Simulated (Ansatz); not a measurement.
# C3H4OZn: the cost of one run

Program: Ansatz 0.2.0. Level of theory: RKS BHLYP-D4/def2-SVP. These are calculated values, not measurements.

### Step 1. The system as given

Bond lengths: C1–C2 1.490 Å, C2–C3 1.303 Å, C3–O4 1.427 Å, C2–Zn5 2.025 Å, C3–Zn5 2.003 Å, C1–H6 1.128 Å, C1–H7 1.061 Å, C1–H8 1.152 Å, O4–H9 1.036 Å. Angles: C1–C2–C3 148.6°, C1–C2–Zn5 141.1°, C3–C2–Zn5 70.2°, C2–C1–H6 107.1°, C2–C1–H7 111.9°, C2–C1–H8 105.5°, H6–C1–H7 114.3°, H6–C1–H8 106.9°, H7–C1–H8 110.7°, C2–C3–O4 151.1°, C2–C3–Zn5 72.0°, O4–C3–Zn5 136.2°, C3–O4–H9 118.8°, C2–Zn5–C3 37.7°.

Structure file:

```xyz
9

C    -0.5163   -0.7340   -1.1112
C     0.0096    0.3713   -0.2612
C     0.4716    0.7651    0.8918
O     0.9306    0.4887    2.2141
Zn    0.5300    2.3258   -0.3627
H    -1.5056   -1.0479   -0.6706
H     0.1859   -1.5226   -1.2124
H    -0.7413   -0.2554   -2.1350
H     0.7240   -0.4371    2.6302
```

### Step 2. End point A

input.yaml reads:

```yaml
crystal:
  periodic: [false, false, false]
  atoms:
    - { symbol: C, position_ang: [-0.5163, -0.734, -1.1112] }
    - { symbol: C, position_ang: [0.0096, 0.3713, -0.2612] }
    - { symbol: C, position_ang: [0.4716, 0.7651, 0.8918] }
    - { symbol: O, position_ang: [0.9306, 0.4887, 2.2141] }
    - { symbol: Zn, position_ang: [0.53, 2.3258, -0.3627] }
    - { symbol: H, position_ang: [-1.5056, -1.0479, -0.6706] }
    - { symbol: H, position_ang: [0.1859, -1.5226, -1.2124] }
    - { symbol: H, position_ang: [-0.7413, -0.2554, -2.135] }
    - { symbol: H, position_ang: [0.724, -0.4371, 2.6302] }
basis:
  gaussian: { orbitals: def2-SVP }
hamiltonian:
  xc: { name: BHLYP }
  dispersion: d4
relax:
  f_tol: 0.015
  max_steps: 40
```

Launch:

```sh
$ ansatz run input.yaml --threads 2 --pin off --max-ram 3072MiB --backend cpu --events-out ev --progress --plain --runs-dir out
```

What time and memory should one allow on 2 threads of AMD EPYC 9R45 (Zen 5), shared host?

About 41 s, with a peak of 0.27 GiB.
